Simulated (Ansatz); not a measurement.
# ZrRh3 (distorted cell): a single point

Computed with Ansatz 0.2.0, Python API.

At the Python prompt:
```pycon
>>> from pathlib import Path
>>> import warnings
>>> import ansatz as az
>>> import numpy as np
>>> import pandas as pd
>>> warnings.simplefilter("ignore", az.DeckWarning)
>>> structure = (
...     az.Lattice.from_parameters(3.892532, 3.914151, 3.976798, alpha=90.81183, beta=90.35784, gamma=91.10283)
...     .atom("Zr", (0.00126, 0.98028, 0.00938))
...     .atom("Rh", (0.99195, 0.51689, 0.53011))
...     .atom("Rh", (0.49491, 0.99845, 0.52819))
...     .atom("Rh", (0.47923, 0.50556, 0.00736))
... )
>>> # settings of the run
>>> base = structure.calculation()
>>> base = base.functional(az.Functional.LDA).kpoints(mesh=(4, 4, 4))
>>> base = base.occupations("fermi_dirac")
>>> base = base.forces().density()
>>> base = base.potential().output_files(volumetric_format=["xsf", "npy"])
>>> base = base.bader_charges()
>>> with warnings.catch_warnings(record=True) as caught:
...     warnings.simplefilter("always")
...     result = base.run()
...
>>> print("warnings raised:", sorted(w.category.__name__ for w in caught) or "none")
warnings raised: ['DeckWarning', 'PlacementWarning']
>>> data = result.report
>>> data["kpoints_frac"][:4]
[[0.0, 0.0, 0.0], [0.0, 0.0, 0.25], [0.0, 0.0, -0.5], [0.0, 0.25, 0.0]]
>>> data["n_kpoints"], data["n_symmetry_ops"], data["n_pw"]
(36, 1, 1201)
>>> for key in ("converged", "n_iterations", "n_electrons", "n_kpoints", "n_pw", "n_symmetry_ops", "free_energy_ev", "fermi_energy_ev"):
...     print(f"{key:18s} {data[key]}")
...
converged          True
n_iterations       6
n_electrons        63.0
n_kpoints          36
n_pw               1201
n_symmetry_ops     1
free_energy_ev     -22916.10465618445
fermi_energy_ev    20.020707620982144
>>> atom = int(np.linalg.norm(data["forces_ev_ang"], axis=1).argmax())
>>> print("force on atom", atom, "by term (eV/A)")
force on atom 1 by term (eV/A)
>>> for term, rows in data["force_terms_ev_ang"].items():
...     if np.abs(rows[atom]).max() > 1e-6:
...         print(f"  {term:26s}", np.round(rows[atom], 4))
...
  ewald                      [-29.856  -87.1617 -90.5655]
  local_pseudopotential      [29.8786 86.8121 90.3961]
  nonlocal_pseudopotential   [-0.2557 -0.6927 -0.6314]
  augmentation               [-0.0068  0.1506  0.0385]
  nlcc                       [-0.0004 -0.0052 -0.0031]
  augmentation_tail          [-0.      0.0001  0.0002]
  scf_correction             [-0.      0.0018  0.001 ]
>>> print("net force on the cell:", np.round(np.sum(data["forces_ev_ang"], axis=0), 6) + 0.0)
net force on the cell: [-2.3e-05  4.8e-05  4.3e-05]
>>> folder = Path(result.write_results("volumes"))
>>> print(sorted(path.name for path in folder.iterdir()))
['bader_charges.tsv', 'fields.json', 'rho.npy', 'rho.xsf', 'rho_z.tsv', 'v_es.npy', 'v_es.xsf', 'v_tot.npy', 'v_tot.xsf', 'v_z.tsv']
>>> head = (folder / "rho.xsf").read_text().split("BEGIN_BLOCK")[0]
>>> print(head)
CRYSTAL
PRIMVEC
    3.892532    0.000000    0.000000
   -0.075335    3.913426    0.000000
   -0.024837   -0.056834    3.976314
PRIMCOORD
    4    1
   40   -0.069178    3.835720    0.037298
   45    3.809091    1.992682    2.107884
   45    1.838116    3.877341    2.100249
   45    1.827149    1.978053    0.029266
>>> basins = result.bader_charges()
>>> frame = pd.DataFrame([(a.symbol, a.partial_charge_e, a.basin.volume_ang3) for a in basins.atoms], columns=["atom", "charge (e)", "volume (A^3)"])
>>> frame.round(3)
  atom  charge (e)  volume (A^3)
0   Zr       1.598        12.042
1   Rh      -0.519        16.124
2   Rh      -0.528        16.192
3   Rh      -0.550        16.213
>>> print("sum of charges", round(frame["charge (e)"].sum(), 4), " sum of volumes", round(frame["volume (A^3)"].sum(), 3))
sum of charges 0.0  sum of volumes 60.572
```

Absolute energies stand on the zero of these potentials, so only differences at equal settings mean something. A total without «per atom» is that of the cell as typed. The mesh is modest for a metal, so energies can be off by several to tens of meV an atom and pressures by half a GPa or more; differences at equal mesh fare better. The zero of the levels is a convention of the potentials, so an absolute Fermi energy is no work function. Bader volumes count only the part of each basin above a small density, so their sum can fall short of the cell. The fields are valence quantities on the plane-wave grid; their values near the nuclei depend on the potentials. The cell is a database structure, distorted on purpose. It ran for 30 s on 1 thread of Intel(R) Xeon(R) 6975P-C (Granite Rapids), with other jobs on the host, peak memory 0.46 GiB.
